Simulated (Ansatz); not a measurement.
# RuSe (rocksalt): how the settings move a single-point run

How sensitive is a single-point run of RuSe (rocksalt) to its settings? A reference run comes first, then five runs with altered input.

Program: Ansatz 0.2.0. Level of theory: reference: DFT PBE, scalar-relativistic, plane waves, PAW. These are calculated values, not measurements.

3 further runs of the same task are left out: 1 that didn't finish, 2 set aside as unsound or not needed. Runs told in other sessions of the task aren't counted.

## (1) The structure to begin with

The structure is cubic, space group Fm-3m (No. 225). The conventional cell has a = 5.141 Å, b = 5.141 Å, c = 5.141 Å, α = 90.00°, β = 90.00°, γ = 90.00°. Ru (site symmetry m-3m) is surrounded by 6 Se at 2.57 Å. Se (site symmetry m-3m) has 6 Ru at 2.57 Å in its first shell of neighbours.

As a file:

```
CELL_PARAMETERS angstrom
0.00000 2.57041 2.57041
2.57041 0.00000 2.57041
2.57041 2.57041 0.00000
ATOMIC_POSITIONS crystal
Ru 0.50000 0.50000 0.50000
Se 0.00000 0.00000 0.00000
```

## (2) Reference

input.yaml

```yaml
crystal:
  lattice:
    - [0.0, 2.5704067165, 2.5704067165]
    - [2.5704067165, 0.0, 2.5704067165]
    - [2.5704067165, 2.5704067165, 0.0]
  atoms:
    - { symbol: Ru, position: [0.5, 0.5, 0.5] }
    - { symbol: Se, position: [0.0, 0.0, 0.0] }
basis:
  ecutwfc: 420
  ecutrho_ratio: 4
kpoints:
  mp_grid: { grid: [12, 12, 12] }
hamiltonian:
  xc: pbe
scf:
  occupations: { method: gaussian, width: 0.05 }
output:
  forces: true
  stress: true
  eigenvalues: true
```

On the command line:

```sh
$ ansatz run input.yaml --threads 2 --pin off --max-ram 2662MiB --backend cpu --events-out ev --progress --plain --runs-dir out
```

From the output:

```text
[...]
Basis set: ecut = 420 eV, 645 PW (Γ), exchange–correlation on 50×50×50 points (8 copies of the dense FFT grid, shifted against one another)
[...]
k-points: 72 of 1728
[...]
SCF iter   1: F=—  HF=-11346.791542 eV  |F-HF|=—  |Δ(HF+E_count)|=         —  Δρ=3.85e-3  dr2=4.30e-3  ethr=1.77e-3  ⟨swp⟩=5.3  Hψ=6423  notcnv=0
preconditioner: auto → Kerker (q_TF=auto, 2.701 Å⁻¹)  [metal: Δε(μ)=0.028 eV  Ē_g=8.685 eV  σ=0.050 eV  W_gap=0.30  n_scr=14 (ndim 8)  ℏωp=23.8 eV  f_vac=0.000  D(μ)=3.96/eV (n_scr^D=58)]
SCF iter   2: F=—  HF=-11346.791521 eV  |F-HF|=—  |Δ(HF+E_count)|=   2.07e-5  Δρ=1.61e-3  dr2=3.78e-4  ethr=1.34e-5  ⟨swp⟩=2.0  Hψ=2483  notcnv=0
[...]
SCF iter   5: F=—  HF=-11346.791486 eV  |F-HF|=—  |Δ(HF+E_count)|=   4.89e-7  Δρ=5.30e-5  dr2=8.86e-7  ethr=1.56e-8  ⟨swp⟩=2.1  Hψ=2255  notcnv=0
SCF iter   6: F=-11346.791486 eV  HF=-11346.791486 eV  |F-HF|=4.43e-8  |Δ(HF+E_count)|=   1.06e-7  Δρ=1.59e-5  dr2=5.57e-8  ethr=3.13e-10  ⟨swp⟩=3.0  Hψ=6423  notcnv=0
[...]
SCF converged after 6 iterations
Free energy (F): -11346.791486 eV
[...]
E sigma→0 (E₀):  -11346.788874 eV
[...]
Fermi energy:    16.209976 eV
[...]
  P = ⅓ Tr σ = 0.1320 GPa (1.320 kbar)
[...]
```

Run time: 1.1 s. Hardware: 2 threads of Arm Neoverse V2, shared host; peak memory 0.34 GiB.

## (3) Variant: starting moments, spin_polarized true, accuracy low

input.yaml: that of step 2 with these lines changed.

```diff
@@ -6,4 +6,4 @@
   atoms:
-    - { symbol: Ru, position: [0.5, 0.5, 0.5] }
-    - { symbol: Se, position: [0.0, 0.0, 0.0] }
+    - { symbol: Ru, position: [0.5, 0.5, 0.5], spin: -1.0 }
+    - { symbol: Se, position: [0.0, 0.0, 0.0], spin: -1.0 }
 basis:
@@ -20,2 +20,4 @@
   stress: true
-  eigenvalues: true
+magnetization:
+  spin_polarized: true
+accuracy: low
```

On the command line:

```sh
$ ansatz run input.yaml --threads 2 --pin off --max-ram 2662MiB --backend cpu --events-out ev --progress --plain --runs-dir out
```

What it wrote, cut to the lines that bear on the results:

```text
Warning: RAYON_NUM_THREADS=2 ignored (pool sized by the plan → 2); use --threads N
[...]
Pseudopotentials: kind: paw
Pseudopotential: Ru, paw, valence charge 16, recommended cutoff 420 eV (normal), Ru.paw.azcp
Pseudopotential: Se, paw, valence charge 16, recommended cutoff 420 eV (normal), Se.paw.azcp
Functional definition: PBE
[...]
Crystal: 2 atoms, lattice volume = 33.965 Å³
Basis set: ecut = 420 eV, 645 PW (Γ), exchange–correlation on 50×50×50 points (8 copies of the dense FFT grid, shifted against one another)
Bands: 21, of which v1, the nominal top of the filled ones, is band 16 counted from 1 (15 counted from 0)
Symmetry: 48 space group operations
Space group: Fm-3m (ITA 225), of the structure as read, at distance tolerance 3.2e-5 Å
Magnetic group: BNS 225.116 (UNI 1618), of the structure as read, at distance tolerance 3.2e-5 Å
k-points: 72 of 1728
[...]
Starting moments: Σ|m| = 2 μB on 2 of 2 sites
[...]
SCF iter   1: F=—  HF=-11346.599396 eV  |F-HF|=—  |Δ(HF+E_count)|=         —  Δρ=4.01e-2 (↑2.80e-2 ↓4.01e-2)  dr2=5.17e-1  dr2_m=1.57e-1  M=-0.833 μB ∫|m|=0.838 μB  β_m=0.30  ethr=1.62e-3  ⟨swp⟩=1.0  Hψ=17706  notcnv=0
[...]
spin=Collinear: Kerker preconditioning applied to the charge; magnetization (m = ρ↑ − ρ↓) channel mixes plain (no charge-response kernel on spin).
[...]
SCF iter  11: F=-11346.794841 eV  HF=-11346.794841 eV  |F-HF|=7.42e-10  |Δ(HF+E_count)|=   1.34e-9  Δρ=1.18e-6 (↑1.18e-6 ↓6.47e-7)  dr2=1.13e-9  dr2_m=9.99e-11  M=-0.515 μB ∫|m|=0.522 μB  ethr=1.95e-11  ⟨swp⟩=1.7  Hψ=8893  notcnv=0
[...]
SCF converged after 11 iterations
Magnetization: -0.5151 μB (15.7424 up, 16.2576 down)
Absolute magnetization: 0.5204 μB (∫|ρ↑−ρ↓|, with the PAW one-centre terms)
Spin contamination: 0.0027 ħ² per cell (⟨S²⟩ above its minimum at these occupations)
Per-site moments (μB) at R_I (Å): [(-0.4186398661514756, 1.0602927705562502), (-0.028800004810336968, 1.0602927705562502)]
Free energy (F): -11346.794841 eV
[...]
E sigma→0 (E₀):  -11346.791307 eV
Entropy (-TS):   -0.007068 eV (-3.534 meV/atom)
Fermi energy:    16.283515 eV
[...]
--- Forces (eV/Å), atoms counted from 1 ---
  atom   1  Ru     0.00000000    -0.00000000     0.00000000
  atom   2  Se    -0.00000000     0.00000000     0.00000000
[...]
--- Stress (GPa, compression-positive) ---
        0.734501       0.000000      -0.000000
        0.000000       0.734501       0.000000
        0.000000       0.000000       0.734501
  P = ⅓ Tr σ = 0.7345 GPa (7.345 kbar)
```

Run time: 3.1 s. Hardware: 2 threads of Arm Neoverse V2, shared host; peak memory 0.37 GiB.

Changing the spin polarisation and accuracy level moves the energy by -1.7 meV/atom, and the pressure goes from 0.1 to 0.7 GPa and the absolute moment goes from 0.00 to 0.52 μB. Cost: 11 SCF cycles against 6, 3.1 s against 1.1 s.

## (4) A run with other settings

input.yaml: that of step 2 with these lines changed.

```diff
@@ -12,3 +12,3 @@
 kpoints:
-  mp_grid: { grid: [12, 12, 12] }
+  mp_grid: { grid: [18, 18, 18] }
 hamiltonian:
@@ -17,2 +17,3 @@
   occupations: { method: gaussian, width: 0.05 }
+  convergence: { dr2_threshold: 0.0001 }
 output:
@@ -20,2 +21,5 @@
   stress: true
-  eigenvalues: true
+  write_density: true
+  write_potential: true
+  elf: true
+  volumetric_format: npy
```

On the command line:

```sh
$ ansatz run input.yaml --threads 2 --pin off --max-ram 2662MiB --backend cpu --events-out ev --progress --plain --runs-dir out
```

What it wrote, cut to the lines that bear on the results:

```text
Warning: scf.convergence.dr2_threshold = 1e-4 eV is looser than this run's default, which is 1e-7 eV or tighter. The error in the forces grows as the threshold's square root, so leave the key out unless less accurate forces are enough
Warning: output.stress: scf.convergence.dr2_threshold = 1e-4 eV is looser than the 2e-10 eV advised for a printed stress (1e-10 eV for each atom of the cell: 2). What an SCF threshold leaves in a stress goes as its square root, and in the free energy as the threshold itself, and one [...]
Warning: RAYON_NUM_THREADS=2 ignored (pool sized by the plan → 2); use --threads N
[...]
[... 4 set-up lines as earlier in the session ...]
[...]
Crystal: 2 atoms, lattice volume = 33.965 Å³
Basis set: ecut = 420 eV, 645 PW (Γ), exchange–correlation on 50×50×50 points (8 copies of the dense FFT grid, shifted against one another)
Bands: 20, of which v1, the nominal top of the filled ones, is band 16 counted from 1 (15 counted from 0)
[... 2 set-up lines as earlier in the session ...]
k-points: 195 of 5832
[...]
SCF iter   1: F=—  HF=-11346.789001 eV  |F-HF|=—  |Δ(HF+E_count)|=         —  Δρ=4.39e-3  dr2=5.04e-3  ethr=1.77e-3  ⟨swp⟩=5.3  Hψ=17443  notcnv=0
[...]
SCF iter   6: F=-11346.788901 eV  HF=-11346.788901 eV  |F-HF|=1.14e-8  |Δ(HF+E_count)|=   4.55e-8  Δρ=1.18e-5  dr2=4.61e-8  ethr=1.14e-9  ⟨swp⟩=6.0  Hψ=26355  notcnv=0
[...]
SCF converged after 6 iterations
Free energy (F): -11346.788901 eV
[...]
E sigma→0 (E₀):  -11346.786132 eV
Entropy (-TS):   -0.005538 eV (-2.769 meV/atom)
Fermi energy:    16.218670 eV
[...]
--- Forces (eV/Å), atoms counted from 1 ---
  atom   1  Ru     0.00000000    -0.00000000    -0.00000000
  atom   2  Se    -0.00000000     0.00000000    -0.00000000
[...]
--- Stress (GPa, compression-positive) ---
        0.192714      -0.000000       0.000000
       -0.000000       0.192714       0.000000
        0.000000      -0.000000       0.192714
  P = ⅓ Tr σ = 0.1927 GPa (1.927 kbar)
--- Band table (eV; the first three rows and the last of 195) ---
  k-point 0: bands = ["-55.7758", "-32.5773", "-32.5773", "-32.5678", "-32.5678", "-32.5678", "-25.8286", "-25.8286", "-25.8286", "0.7897", "14.2122", "14.2122", "14.2122", "14.3468", "14.3468", "14.8493", "14.8493", "14.8493", "19.8941", "25.8806"]
[...]
```

Wall time 3.2 s (2 threads of Arm Neoverse V2, shared host); peak memory 0.39 GiB.

## (5) Can this result be trusted?

The program finished normally, with warnings (force scf threshold loose, stress scf threshold loose). Its log warns: «scf.convergence.dr2_threshold = 1e-4 eV is looser than this run's default, which is 1e-7 eV or tighter. The error in the forces grows as the threshold's square root ...»

The threshold asked is loose, but the program put off the close and ended at dr2 = 4.6e-8, so little accuracy was lost here.

To undo it: delete scf.convergence.dr2_threshold (the default then holds).

Changing the k-point mesh and convergence setting moves the energy by +1.3 meV/atom. The energy is not variational in the mesh, so the sign tells nothing. The other settings changed steer the path, not the converged energy, so the shift is the mesh's.

## (6) Changing settings: pseudopotentials.kind nc, pseudopotentials.accuracy standard, lower_state_search off

input.yaml: that of step 2 with these lines changed.

```diff
@@ -15,4 +15,6 @@
   xc: pbe
+  pseudopotentials: { kind: nc, accuracy: standard }
 scf:
   occupations: { method: gaussian, width: 0.05 }
+  lower_state_search: "off"
 output:
@@ -20,2 +22,5 @@
   stress: true
-  eigenvalues: true
+  write_density: true
+  write_potential: true
+  elf: true
+  volumetric_format: npy
```

On the command line:

```sh
$ ansatz run input.yaml --threads 2 --pin off --max-ram 2662MiB --backend cpu --events-out ev --progress --plain --runs-dir out
```

What it wrote, cut to the lines that bear on the results:

```text
Warning: basis.ecutwfc = 420 eV is below the records' recommended 1170.089609 eV, and the density's cutoff is lower with it unless basis.ecutrho_ratio is high enough to keep the records' density cutoff: compare with a run at a higher cutoff
Warning: basis.ecutrho_ratio = 4 (ecutrho = 1680 eV) is below the records' recommended 4680.358434 eV
Warning: RAYON_NUM_THREADS=2 ignored (pool sized by the plan → 2); use --threads N
[...]
Pseudopotentials: kind: nc
Pseudopotential: Ru, nc, valence charge 16, recommended cutoff 1142.878222 eV (normal), Ru.nc.azcp (PseudoDojo's, or run here from an input of PseudoDojo's; its table is named by hamiltonian.pseudopotentials.accuracy)
Pseudopotential: Se, nc, valence charge 16, recommended cutoff 1170.089609 eV (normal), Se.nc.azcp (PseudoDojo's, or run here from an input of PseudoDojo's; its table is named by hamiltonian.pseudopotentials.accuracy)
[... 1 set-up line as earlier in the session ...]
[...]
Crystal: 2 atoms, lattice volume = 33.965 Å³
[...]
k-points: 72 of 1728
[...]
SCF iter   1: F=—  HF=-5880.964565 eV  |F-HF|=—  |Δ(HF+E_count)|=         —  Δρ=7.70e-1  dr2=4.87e1  ethr=3.10e-3  ⟨swp⟩=5.5  Hψ=7656  notcnv=0
[...]
SCF iter   8: F=-5853.069541 eV  HF=-5853.069541 eV  |F-HF|=4.64e-9  |Δ(HF+E_count)|=   1.16e-7  Δρ=5.70e-6  dr2=1.31e-8  ethr=3.13e-10  ⟨swp⟩=10.4  Hψ=10554  notcnv=0
[...]
SCF converged after 8 iterations
Free energy (F): -5853.069541 eV
[...]
E sigma→0 (E₀):  -5853.065957 eV
Entropy (-TS):   -0.007167 eV (-3.583 meV/atom)
Fermi energy:    16.881372 eV
[...]
--- Forces (eV/Å), atoms counted from 1 ---
  atom   1  Ru     0.00000000     0.00000000     0.00000000
  atom   2  Se    -0.00000000     0.00000000    -0.00000000
[...]
--- Stress (GPa, compression-positive) ---
      -14.975352       0.000000       0.000000
       -0.000000     -14.975352       0.000000
       -0.000000      -0.000000     -14.975352
  P = ⅓ Tr σ = -14.9754 GPa (-149.754 kbar)
--- Band table (eV; the first three rows and the last of 72) ---
  k-point 0: bands = ["-53.9615", "-27.7909", "-27.7909", "-26.3007", "-26.3007", "-26.3007", "-25.6393", "-25.6393", "-25.6393", "0.3376", "14.8609", "14.8609", "14.8609", "15.1673", "15.1673", "15.1673", "15.5077", "15.5077", "19.5282", "26.9121"]
[...]
```

Wall time 1.3 s (2 threads of Arm Neoverse V2, shared host); peak memory 0.27 GiB.

A change of potentials puts the total energy on another scale; the pressure goes from 0.1 to -15.0 GPa. The search for lower states changed too. The cutoff is far under what these potentials recommend, so these values carry a basis error that can be large.

## (7) Changing settings: starting moments, mp_grid.grid [10, 10, 10], hubbard.sites [{species: Ru, l: d, u_eff: 2.0}], hubbard.double_counting amf, spin_polarized true

input.yaml

```yaml
crystal:
  lattice:
    - [0.0, 2.5704067165, 2.5704067165]
    - [2.5704067165, 0.0, 2.5704067165]
    - [2.5704067165, 2.5704067165, 0.0]
  atoms:
    - { symbol: Ru, position: [0.5, 0.5, 0.5], spin: 0.2 }
    - { symbol: Se, position: [0.0, 0.0, 0.0], spin: 0.2 }
basis:
  ecutwfc: 420
  ecutrho_ratio: 4
kpoints:
  mp_grid: { grid: [10, 10, 10] }
hamiltonian:
  xc: pbe
  hubbard: { sites: [{ species: Ru, l: d, u_eff: 2.0 }], double_counting: amf }
scf:
  occupations: { method: gaussian, width: 0.05 }
output:
  forces: true
  stress: true
magnetization:
  spin_polarized: true
```

On the command line:

```sh
$ ansatz run input.yaml --threads 2 --pin off --max-ram 2662MiB --backend cpu --events-out ev --progress --plain --runs-dir out
```

What it wrote, cut to the lines that bear on the results:

```text
Warning: RAYON_NUM_THREADS=2 ignored (pool sized by the plan → 2); use --threads N
Ru: projections on atomic orbitals take those of the free atom [Ar 3d10] 4s2 4p6 4d7 5s1, of charge +0.00 (hamiltonian.pseudopotentials.projection_atoms); the dataset's partial waves leave at most 8.1e-6 of an orbital's norm unspanned inside its sphere
Se: projections on atomic orbitals take those of the free atom [Ar] 3d10 4s2 4p4, of charge +0.00 (hamiltonian.pseudopotentials.projection_atoms); the dataset's partial waves leave at most 2.3e-6 of an orbital's norm unspanned inside its sphere
[...]
[... 4 set-up lines as earlier in the session ...]
[...]
Crystal: 2 atoms, lattice volume = 33.965 Å³
Basis set: ecut = 420 eV, 645 PW (Γ), exchange–correlation on 50×50×50 points (8 copies of the dense FFT grid, shifted against one another)
[...]
WARN: the starting moments were not kept: the SCF closed with an absolute magnetisation of 9.0e-6 μB, where they sum to 0.4 μB in size (2 sites). That is at most 0.1 of that sum. Measured as dr2_m measures the in/out step, that magnetisation stands 3.0e-11 eV from none, at or under the [...]
SCF converged after 18 iterations
Magnetization: -0.0000 μB (16.0000 up, 16.0000 down)
Absolute magnetization: 0.0000 μB (∫|ρ↑−ρ↓|, with the PAW one-centre terms)
Spin contamination: 0.0000 ħ² per cell (⟨S²⟩ above its minimum at these occupations)
Per-site moments (μB) at R_I (Å): [(-5.182189926671584e-6, 1.0602927705562502), (1.7193706809020835e-6, 1.0602927705562502)]
Free energy (F): -11347.211622 eV
[...]
E sigma→0 (E₀):  -11347.210717 eV
Entropy (-TS):   -0.001810 eV (-0.905 meV/atom)
Fermi energy:    16.062565 eV
[...]
DFT+U double counting: amf (around mean field; hamiltonian.hubbard.double_counting)
--- Forces (eV/Å), atoms counted from 1 ---
  atom   1  Ru     0.00000000    -0.00000000    -0.00000000
  atom   2  Se    -0.00000000     0.00000000    -0.00000000
[...]
--- Stress (GPa, compression-positive) ---
        3.158428      -0.000000       0.000000
       -0.000000       3.158428      -0.000000
        0.000000       0.000000       3.158428
  P = ⅓ Tr σ = 3.1584 GPa (31.584 kbar)
Occupation matrices written to <dir>
```

It took 6.7 s on 2 threads of Arm Neoverse V2, shared host; peak memory 0.35 GiB.

Changing the spin polarisation, k-point mesh, Hubbard U and double counting of the Hubbard term moves the energy by -210.1 meV/atom, and the pressure goes from 0.1 to 3.2 GPa. The moments died out, so spin adds nothing to this shift. The U term adds an energy of its own, so the shift says nothing about which run is better. Cost: 18 SCF cycles against 6, 6.7 s against 1.1 s.

## (8) Changing settings: lower_state_search off

input.yaml: that of step 2 with these lines changed.

```diff
@@ -17,2 +17,3 @@
   occupations: { method: gaussian, width: 0.05 }
+  lower_state_search: "off"
 output:
@@ -20,2 +21,5 @@
   stress: true
-  eigenvalues: true
+  write_density: true
+  write_potential: true
+  elf: true
+  volumetric_format: npy
```

On the command line:

```sh
$ ansatz run input.yaml --threads 2 --pin off --max-ram 2662MiB --backend cpu --events-out ev --progress --plain --runs-dir out
```

What it wrote, cut to the lines that bear on the results:

```text
Warning: RAYON_NUM_THREADS=2 ignored (pool sized by the plan → 2); use --threads N
[...]
[... 4 set-up lines as earlier in the session ...]
[...]
Crystal: 2 atoms, lattice volume = 33.965 Å³
Basis set: ecut = 420 eV, 645 PW (Γ), exchange–correlation on 50×50×50 points (8 copies of the dense FFT grid, shifted against one another)
Bands: 20, of which v1, the nominal top of the filled ones, is band 16 counted from 1 (15 counted from 0)
[... 2 set-up lines as earlier in the session ...]
k-points: 72 of 1728
[...]
SCF iter   1: F=—  HF=-11346.791542 eV  |F-HF|=—  |Δ(HF+E_count)|=         —  Δρ=3.85e-3  dr2=4.30e-3  ethr=1.77e-3  ⟨swp⟩=5.3  Hψ=6423  notcnv=0
[...]
SCF iter   6: F=-11346.791486 eV  HF=-11346.791486 eV  |F-HF|=4.43e-8  |Δ(HF+E_count)|=   1.06e-7  Δρ=1.59e-5  dr2=5.57e-8  ethr=3.13e-10  ⟨swp⟩=6.1  Hψ=9947  notcnv=0
[...]
SCF converged after 6 iterations
Free energy (F): -11346.791486 eV
[...]
E sigma→0 (E₀):  -11346.788874 eV
Entropy (-TS):   -0.005224 eV (-2.612 meV/atom)
Fermi energy:    16.209976 eV
[...]
--- Forces (eV/Å), atoms counted from 1 ---
  atom   1  Ru     0.00000000    -0.00000000     0.00000000
  atom   2  Se    -0.00000000     0.00000000    -0.00000000
[...]
--- Stress (GPa, compression-positive) ---
        0.132047      -0.000000       0.000000
       -0.000000       0.132047       0.000000
       -0.000000      -0.000000       0.132047
  P = ⅓ Tr σ = 0.1320 GPa (1.320 kbar)
--- Band table (eV; the first three rows and the last of 72) ---
  k-point 0: bands = ["-55.7765", "-32.5769", "-32.5769", "-32.5674", "-32.5674", "-32.5674", "-25.8293", "-25.8293", "-25.8293", "0.7904", "14.2115", "14.2115", "14.2115", "14.3468", "14.3468", "14.8501", "14.8501", "14.8501", "19.8942", "25.8803"]
[...]
```

Wall time 1.4 s (2 threads of Arm Neoverse V2, shared host); peak memory 0.34 GiB.

The changed input (search for lower states) leaves the energy the same to the digits printed.

## (9) Side by side

| run | ending | energy change | pressure (GPa) | gap (eV) | abs. moment (μB) | force (eV/Å) | cycles | time |
| --- | --- | --- | --- | --- | --- | --- | --- | --- |
| reference | converged | 0 | 0.1 | 0.00 | 0.00 | 0.00 | 6 | 1.1 s |
| 1: starting moments, spin_polarized true, accuracy low | converged | -1.7 meV/atom | 0.7 | 0.00 | 0.52 | 0.00 | 11 | 3.1 s |
| 2: mp_grid.grid [18, 18, 18], dr2_threshold 0.0001 | converged | +1.3 meV/atom | 0.2 | 0.00 | 0.00 | 0.00 | 6 | 3.2 s |
| 3: pseudopotentials.kind nc, pseudopotentials.accuracy standard, lower_state_search off | converged | not comparable | -15.0 | 0.00 | 0.00 | 0.00 | 8 | 1.3 s |
| 4: starting moments, mp_grid.grid [10, 10, 10], hubbard.sites [{species: Ru, l: d, u_eff: 2.0}], hubbard.double_counting amf, spin_polarized true | converged | -210.1 meV/atom (Hubbard term changed: no physical gain or loss) | 3.2 | 0.00 | 0.00 | 0.00 | 18 | 6.7 s |
| 5: lower_state_search off | converged | 0.0 meV/atom | 0.1 | 0.00 | 0.00 | 0.00 | 6 | 1.4 s |

Times don't compare one to one where runs were asked for different outputs or read a saved state (see the inputs); cycles may leave out searches for a lower state.

Residual by cycle in the longest SCF loop of each run; runs are numbered as in the table. The quantity is the density residual dr2, in eV.

| cycle | reference | run 1 | run 2 | run 3 | run 4 | run 5 |
| --- | --- | --- | --- | --- | --- | --- |
| 1 | 0.0043 | 0.517 | 0.00504 | 48.7 | 1.08 | 0.0043 |
| 3 | 1.1e-4 | 0.00745 | 6.2e-5 | 0.0244 | 0.0214 | 1.1e-4 |
| 5 | 8.9e-7 | 4.0e-5 | 3.7e-7 | 2.1e-4 | 0.0105 | 8.9e-7 |
| 7 | - | 1.2e-6 | - | 1.7e-7 | 0.0269 | - |
| 9 | - | 1.2e-7 | - | - | 0.0349 | - |
| 11 | - | 1.1e-9 | - | - | 0.0682 | - |
| 12 | - | - | - | - | 0.0669 | - |
| 14 | - | - | - | - | 0.00254 | - |
| 16 | - | - | - | - | 2.3e-5 | - |
| 18 | - | - | - | - | 1.2e-6 | - |
| 20 | - | - | - | - | 1.8e-9 | - |
| 22 | - | - | - | - | 9.9e-12 | - |

Of the converged runs whose energies compare with the reference's, «starting moments, spin_polarized true, accuracy low» moves the energy most (-1.7 meV/atom). Run 3 ran under the cutoff that the potentials recommend, as the log warns, so basis error is mixed into its values, and swamps them where the cutoff is far short. A changed U is a change of model: its shifts are not errors of convergence.
